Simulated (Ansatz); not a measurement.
# C2ClF3O: up Jacob's ladder to CCSD(T)

One table from this session's results is given with a row withheld; the runs are named, their logs left out.

Program: Ansatz 0.2.0, Gaussian basis. Level of theory: functionals in def2-TZVPP, the program's frozen cores in correlated methods. These are calculated values, not measurements.

Plan: LDA (SPW92), PBE-D4, revPBE-D4, BLYP-D4, r2SCAN-D4, B97M-V, PBE0-D4, B3LYP-D4, r2SCANh-D4, r2SCAN0-D4, HSE06-D4, BHLYP-D4, CAM-B3LYP-D4, LC-ωPBE, ωB97X-V, ωB97M-V, B2PLYP, PBE-QIDH; CCSD(T)/def2-SVP; CCSD(T)/def2-TZVPP; MP2/def2-QZVPP; extrapolation to the limit; RPA on PBE.

**The geometry**

All runs share one geometry, relaxed beforehand with PBE0-D4 in a triple-zeta def2 set.

SMILES `O=C(Cl)C(F)(F)F`, 7 atoms, charge 0, spin multiplicity 1.

Atoms are counted from 1 here; the program's logs count them from 0.

Bond lengths: O1–C2 1.176 Å, C2–Cl3 1.743 Å, C2–C4 1.550 Å, C4–F5 1.320 Å, C4–F6 1.329 Å, C4–F7 1.328 Å. Angles: O1–C2–Cl3 124.4°, O1–C2–C4 123.6°, Cl3–C2–C4 111.9°, C2–C4–F5 109.8°, C2–C4–F6 110.1°, C2–C4–F7 110.1°, F5–C4–F6 109.0°, F5–C4–F7 109.0°, F6–C4–F7 108.8°.

Set-up of the first run:

Input file in.yaml:

```yaml
crystal:
  periodic: [false, false, false]
  atoms:
    - {symbol: O, position_ang: [1.280521, -1.259632, 0.556621]}
    - {symbol: C, position_ang: [0.219249, -0.809026, 0.324178]}
    - {symbol: Cl, position_ang: [-1.285059, -1.654812, 0.567729]}
    - {symbol: C, position_ang: [-0.003435, 0.617736, -0.238630]}
    - {symbol: F, position_ang: [1.159807, 1.217943, -0.408480]}
    - {symbol: F, position_ang: [-0.739008, 1.332357, 0.605873]}
    - {symbol: F, position_ang: [-0.632076, 0.555434, -1.407292]}
basis:
  gaussian: {orbitals: def2-TZVPP}
hamiltonian: {xc: lda}
output: {orbitals: {seedname: orbitals}}
```

The run is started by

```
> ansatz run in.yaml --threads 2 --pin off --events-out ev --progress --plain --max-ram 32768MiB --backend cpu
```

Among the steps run: LDA; PBE-D4 (GGA); revPBE-D4 (GGA); BLYP-D4 (GGA); r2SCAN-D4 (meta-GGA); B97M-V (meta-GGA); B3LYP-D4 (hybrid); r2SCANh-D4 (hybrid); r2SCAN0-D4 (hybrid); HSE06-D4 (hybrid); BHLYP-D4 (hybrid); CAM-B3LYP-D4 (range-separated); LC-ωPBE (range-separated); ωB97X-V (range-separated); ωB97M-V (range-separated); B2PLYP (double hybrid); PBE-QIDH (double hybrid).

One of the session's tables, all rows but one given; the rest of the session is left out.

It belongs to the step «Frontier levels by functional». 

```
  functional  HOMO (eV)  LUMO (eV)  gap (eV)
 LDA (SPW92)      -8.07      -3.62      4.45
      PBE-D4          ?          ?         ?
   revPBE-D4      -7.76      -3.18      4.58
     BLYP-D4      -7.75      -3.17      4.58
   r2SCAN-D4      -8.24      -3.16      5.08
      B97M-V      -8.35      -2.99      5.37
     PBE0-D4      -9.50      -2.24      7.26
    B3LYP-D4      -9.25      -2.51      6.74
  r2SCANh-D4      -8.85      -2.77      6.08
  r2SCAN0-D4      -9.77      -2.16      7.61
    HSE06-D4      -9.09      -2.63      6.46
    BHLYP-D4     -11.10      -1.02     10.08
CAM-B3LYP-D4     -10.96      -1.03      9.92
     LC-ωPBE     -12.22       0.22     12.44
     ωB97X-V     -11.90       0.18     12.08
     ωB97M-V     -11.80       0.14     11.94
```

**Question.** Estimate the row for PBE-D4.

As computed: HOMO (eV): -7.85; LUMO (eV): -3.30; gap (eV): 4.55. In the column «HOMO (eV)» it lies between LDA (SPW92) (-8.07) and revPBE-D4 (-7.76).
